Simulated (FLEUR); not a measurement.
Here is a FLEUR MaX-R8.1 (later development tree) calculation.

Contents of inp.xml:

```xml
<?xml version="1.0" encoding="UTF-8" standalone="no"?>
<fleurInput fleurInputVersion="0.39">
   <comment>
      HfB                                                                                                 
   </comment>
   <calculationSetup>
      <cutoffs Kmax="4.65" Gmax="14.4" GmaxXC="14.4" numbands="0"/>
      <scfLoop itmax="60" minDistance="0.00001" maxIterBroyd="15" imix="Anderson" alpha="0.05" precondParam="0.0" spinf="2.0" sdNocoIR="T"/>
      <coreElectrons ctail="T" frcor="F" kcrel="0" coretail_lmax="0"/>
      <xcFunctional name="LibXC" relativisticCorrections="F">
         <LibXCName exchange="gga_x_b88" correlation="gga_c_lyp"/>
      </xcFunctional>
      <magnetism jspins="1"/>
      <soc l_soc="F" theta="0.0" phi="0.0" spav="F"/>
      <expertModes spex="0" secvar="F"/>
      <geometryOptimization l_f="F" forcealpha="1.0" forcemix="BFGS" epsdisp="0.00001" epsforce="0.00001"/>
      <ldaU l_linMix="F" mixParam="0.05" spinf="1.0"/>
   </calculationSetup>
   <cell>
      <bzIntegration valenceElectrons="29.0" mode="hist" fermiSmearingEnergy="0.00183747">
         <kPointListSelection listName="default-1"/>
         <!-- k-points included here -->
         <xi:include xmlns:xi="http://www.w3.org/2001/XInclude" href="kpts.xml"> </xi:include>
      </bzIntegration>
      <!-- symmetry operations included here -->
      <xi:include xmlns:xi="http://www.w3.org/2001/XInclude" href="sym.xml"> </xi:include>
      <bulkLattice scale="1.0">
         <bravaisMatrix>
            <row-1>    0.0000000000000000     4.3652673478260002     4.3652673478260002</row-1>
            <row-2>    4.3652673478260002     0.0000000000000000     4.3652673478260002</row-2>
            <row-3>    4.3652673478260002     4.3652673478260002     0.0000000000000000</row-3>
         </bravaisMatrix>
      </bulkLattice>
   </cell>
   <atomSpecies>
      <species name="Hafnium (Hf)" element="Hf" atomicNumber="72">
         <mtSphere radius="2.5" gridPoints="827" logIncrement="0.016"/>
         <atomicCutoffs lmax="10" lnonsphr="10"/>
         <electronConfig flipSpins="F">
            <coreConfig>(1s1/2) (2s1/2) (2p1/2) (2p3/2) (3s1/2) (3p1/2) (3p3/2) (4s1/2) (3d3/2) (3d5/2) (4p1/2) (4p3/2) (4d3/2) (4d5/2)</coreConfig>
            <valenceConfig>(5s1/2) (5p1/2) (5p3/2) (6s1/2) (4f5/2) (4f7/2) (5d3/2) (5d5/2)</valenceConfig>
            <stateOccupation state="(5d3/2)" spinUp="0.400000" spinDown="0.400000"/>
            <stateOccupation state="(5d5/2)" spinUp="0.600000" spinDown="0.600000"/>
         </electronConfig>
         <energyParameters s="6" p="6" d="5" f="4"/>
         <lo type="SCLO" l="0" n="5" eDeriv="0"/>
         <lo type="SCLO" l="1" n="5" eDeriv="0"/>
         <lo type="SCLO" l="2" n="5" eDeriv="2"/>
         <lo type="SCLO" l="3" n="4" eDeriv="2"/>
      </species>
      <species name="Boron (B)" element="B" atomicNumber="5">
         <mtSphere radius="1.55" gridPoints="513" logIncrement="0.02"/>
         <atomicCutoffs lmax="8" lnonsphr="8"/>
         <electronConfig flipSpins="F">
            <coreConfig>(1s1/2)</coreConfig>
            <valenceConfig>(2s1/2) (2p1/2) (2p3/2)</valenceConfig>
            <stateOccupation state="(2p1/2)" spinUp="0.166667" spinDown="0.166667"/>
            <stateOccupation state="(2p3/2)" spinUp="0.333333" spinDown="0.333333"/>
         </electronConfig>
         <energyParameters s="2" p="2" d="3" f="4"/>
         <lo type="SCLO" l="0" n="2" eDeriv="2"/>
         <lo type="SCLO" l="1" n="2" eDeriv="2"/>
         <lo type="SCLO" l="2" n="3" eDeriv="2"/>
      </species>
   </atomSpecies>
   <atomGroups>
      <atomGroup species="Hafnium (Hf)">
         <relPos label="                   1">1.000/2.000 1.000/2.000 1.000/2.000</relPos>
         <force calculate="T" relaxXYZ="TTT"/>
      </atomGroup>
      <atomGroup species="Boron (B)">
         <relPos label="                   2">.0000000000 .0000000000 .0000000000</relPos>
         <force calculate="T" relaxXYZ="TTT"/>
      </atomGroup>
   </atomGroups>
   <output dos="F" band="F" slice="F">
      <checks vchk="F" cdinf="F"/>
      <bandDOS minEnergy="-.5*Htr" maxEnergy="0.5*Htr" sigma="0.015" storeEVData="T"/>
      <vacuumDOS vacdos="F" integ="F" star="F" nstars="0" locx1="0.0" locy1="0.0" locx2="0.0" locy2="0.0" nstm="0" tworkf="0.0"/>
      <unfoldingBand unfoldBand="F" supercellX="1" supercellY="1" supercellZ="1"/>
      <plotting iplot="0" polar="F">
         <plot TwoD="T" vec1="  1.0  0.0  0.0" vec2="  0.0  1.0  0.0" vec3="  0.0  0.0  1.0" zero="  0.0  0.0  0.0" file="plot"/>
      </plotting>
      <chargeDensitySlicing numkpt="0" minEigenval="0.0" maxEigenval="0.0" nnne="0" pallst="F"/>
      <specialOutput eonly="F"/>
      <moessbauerParams electricFieldGradient="T" isomerShift="T" coreHyperfine="T" valenceHyperfine="T"/>
      <magneticCircularDichroism mcd="F" energyLo="-10.0" energyUp="0.0"/>
   </output>
  <!-- We include the file relax.xml here to enable relaxations (see documentation) -->
  <xi:include xmlns:xi="http://www.w3.org/2001/XInclude" href="relax.xml"> <xi:fallback/> </xi:include>
</fleurInput>
```

The input crystal.txt:

```
HfB
&input cartesian=F /
0.0000000000  2.3100000000  2.3100000000
2.3100000000  0.0000000000  2.3100000000
2.3100000000  2.3100000000  0.0000000000
1.8897261246
1.0 1.0 1.0

2
72 0.5000000000  0.5000000000  0.5000000000
5 0.0000000000  0.0000000000  0.0000000000

&kpt div1=10 div2=10 div3=10 gamma=T /
```

The input inp.xml (bands):

```
<?xml version="1.0" encoding="UTF-8" standalone="no"?>
<fleurInput fleurInputVersion="0.39">
   <comment>
      HfB                                                                                                 
   </comment>
   <calculationSetup>
      <cutoffs Kmax="4.65" Gmax="14.4" GmaxXC="14.4" numbands="0"/>
      <scfLoop itmax="60" minDistance="0.00001" maxIterBroyd="15" imix="Anderson" alpha="0.05" precondParam="0.0" spinf="2.0" sdNocoIR="T"/>
      <coreElectrons ctail="T" frcor="F" kcrel="0" coretail_lmax="0"/>
      <xcFunctional name="LibXC" relativisticCorrections="F">
         <LibXCName exchange="gga_x_b88" correlation="gga_c_lyp"/>
      </xcFunctional>
      <magnetism jspins="1"/>
      <soc l_soc="F" theta="0.0" phi="0.0" spav="F"/>
      <expertModes spex="0" secvar="F"/>
      <geometryOptimization l_f="F" forcealpha="1.0" forcemix="BFGS" epsdisp="0.00001" epsforce="0.00001"/>
      <ldaU l_linMix="F" mixParam="0.05" spinf="1.0"/>
   </calculationSetup>
   <cell>
      <bzIntegration valenceElectrons="29.0" mode="hist" fermiSmearingEnergy="0.00183747">
         <kPointListSelection listName="path-1"/>
         <!-- k-points included here -->
         <xi:include xmlns:xi="http://www.w3.org/2001/XInclude" href="kpts.xml"> </xi:include>
      </bzIntegration>
      <!-- symmetry operations included here -->
      <xi:include xmlns:xi="http://www.w3.org/2001/XInclude" href="sym.xml"> </xi:include>
      <bulkLattice scale="1.0">
         <bravaisMatrix>
            <row-1>    0.0000000000000000     4.3652673478260002     4.3652673478260002</row-1>
            <row-2>    4.3652673478260002     0.0000000000000000     4.3652673478260002</row-2>
            <row-3>    4.3652673478260002     4.3652673478260002     0.0000000000000000</row-3>
         </bravaisMatrix>
      </bulkLattice>
   </cell>
   <atomSpecies>
      <species name="Hafnium (Hf)" element="Hf" atomicNumber="72">
         <mtSphere radius="2.5" gridPoints="827" logIncrement="0.016"/>
         <atomicCutoffs lmax="10" lnonsphr="10"/>
         <electronConfig flipSpins="F">
            <coreConfig>(1s1/2) (2s1/2) (2p1/2) (2p3/2) (3s1/2) (3p1/2) (3p3/2) (4s1/2) (3d3/2) (3d5/2) (4p1/2) (4p3/2) (4d3/2) (4d5/2)</coreConfig>
            <valenceConfig>(5s1/2) (5p1/2) (5p3/2) (6s1/2) (4f5/2) (4f7/2) (5d3/2) (5d5/2)</valenceConfig>
            <stateOccupation state="(5d3/2)" spinUp="0.400000" spinDown="0.400000"/>
            <stateOccupation state="(5d5/2)" spinUp="0.600000" spinDown="0.600000"/>
         </electronConfig>
         <energyParameters s="6" p="6" d="5" f="4"/>
         <lo type="SCLO" l="0" n="5" eDeriv="0"/>
         <lo type="SCLO" l="1" n="5" eDeriv="0"/>
         <lo type="SCLO" l="2" n="5" eDeriv="2"/>
         <lo type="SCLO" l="3" n="4" eDeriv="2"/>
      </species>
      <species name="Boron (B)" element="B" atomicNumber="5">
         <mtSphere radius="1.55" gridPoints="513" logIncrement="0.02"/>
         <atomicCutoffs lmax="8" lnonsphr="8"/>
         <electronConfig flipSpins="F">
            <coreConfig>(1s1/2)</coreConfig>
            <valenceConfig>(2s1/2) (2p1/2) (2p3/2)</valenceConfig>
            <stateOccupation state="(2p1/2)" spinUp="0.166667" spinDown="0.166667"/>
            <stateOccupation state="(2p3/2)" spinUp="0.333333" spinDown="0.333333"/>
         </electronConfig>
         <energyParameters s="2" p="2" d="3" f="4"/>
         <lo type="SCLO" l="0" n="2" eDeriv="2"/>
         <lo type="SCLO" l="1" n="2" eDeriv="2"/>
         <lo type="SCLO" l="2" n="3" eDeriv="2"/>
      </species>
   </atomSpecies>
   <atomGroups>
      <atomGroup species="Hafnium (Hf)">
         <relPos label="                   1">1.000/2.000 1.000/2.000 1.000/2.000</relPos>
         <force calculate="T" relaxXYZ="TTT"/>
      </atomGroup>
      <atomGroup species="Boron (B)">
         <relPos label="                   2">.0000000000 .0000000000 .0000000000</relPos>
         <force calculate="T" relaxXYZ="TTT"/>
      </atomGroup>
   </atomGroups>
   <output dos="F" band="T" slice="F">
      <checks vchk="F" cdinf="F"/>
      <bandDOS minEnergy="-.5*Htr" maxEnergy="0.5*Htr" sigma="0.015" storeEVData="T"/>
      <vacuumDOS vacdos="F" integ="F" star="F" nstars="0" locx1="0.0" locy1="0.0" locx2="0.0" locy2="0.0" nstm="0" tworkf="0.0"/>
      <unfoldingBand unfoldBand="F" supercellX="1" supercellY="1" supercellZ="1"/>
      <plotting iplot="0" polar="F">
         <plot TwoD="T" vec1="  1.0  0.0  0.0" vec2="  0.0  1.0  0.0" vec3="  0.0  0.0  1.0" zero="  0.0  0.0  0.0" file="plot"/>
      </plotting>
      <chargeDensitySlicing numkpt="0" minEigenval="0.0" maxEigenval="0.0" nnne="0" pallst="F"/>
      <specialOutput eonly="F"/>
      <moessbauerParams electricFieldGradient="T" isomerShift="T" coreHyperfine="T" valenceHyperfine="T"/>
      <magneticCircularDichroism mcd="F" energyLo="-10.0" energyUp="0.0"/>
   </output>
  <!-- We include the file relax.xml here to enable relaxations (see documentation) -->
  <xi:include xmlns:xi="http://www.w3.org/2001/XInclude" href="relax.xml"> <xi:fallback/> </xi:include>
</fleurInput>
```

Potentials or basis: all-electron, FLAPW.

The run is started by

```console
$ inpgen -f crystal.txt -profile fastHighL
$ # inp.xml edited to the form shown
$ fleur_MPI
$ fleur_MPI   # second run, on inp.xml (bands)
```

Question: What does it give for the band gap along the path?

Answer: None (metal or under the smearing width).

Levels at the corners of the path, in eV from the Fermi level:
| point | band 11 | band 12 | band 13 | band 14 | band 15 | band 16 | band 17 | band 18 | band 19 | band 20 |
| --- | --- | --- | --- | --- | --- | --- | --- | --- | --- | --- |
| Γ | -9.88 | -9.43 | 2.18 | 2.18 | 2.18 | 3.96 | 3.96 | 3.96 | 4.13 | 4.13 |
| X | -9.90 | -6.75 | -0.99 | -0.77 | 2.42 | 2.42 | 6.08 | 7.69 | 7.69 | 9.42 |
| W | -9.90 | -5.66 | -1.28 | -1.20 | -1.20 | 5.47 | 5.47 | 7.70 | 7.96 | 11.01 |
| K | -9.90 | -5.85 | -2.04 | -1.06 | 0.26 | 3.16 | 6.70 | 7.83 | 9.86 | 9.94 |
| Γ | -9.88 | -9.43 | 2.18 | 2.18 | 2.18 | 3.96 | 3.96 | 3.96 | 4.13 | 4.13 |
| L | -9.87 | -4.89 | -3.98 | -1.42 | -1.42 | 6.36 | 6.36 | 7.44 | 8.80 | 14.24 |
| U | -9.90 | -5.85 | -2.04 | -1.06 | 0.26 | 3.16 | 6.70 | 7.83 | 9.86 | 9.94 |
| W | -9.90 | -5.66 | -1.28 | -1.20 | -1.20 | 5.47 | 5.47 | 7.70 | 7.96 | 11.01 |
| L | -9.87 | -4.89 | -3.98 | -1.42 | -1.42 | 6.36 | 6.36 | 7.44 | 8.80 | 14.24 |
| K | -9.90 | -5.85 | -2.04 | -1.06 | 0.26 | 3.16 | 6.70 | 7.83 | 9.86 | 9.94 |
| U | -9.90 | -5.85 | -2.04 | -1.06 | 0.26 | 3.16 | 6.70 | 7.83 | 9.86 | 9.94 |
| X | -9.90 | -6.75 | -0.99 | -0.77 | 2.42 | 2.42 | 6.08 | 7.69 | 7.69 | 9.42 |

Caveat: spin-orbit coupling is left out, which moves the levels of the heavy elements.
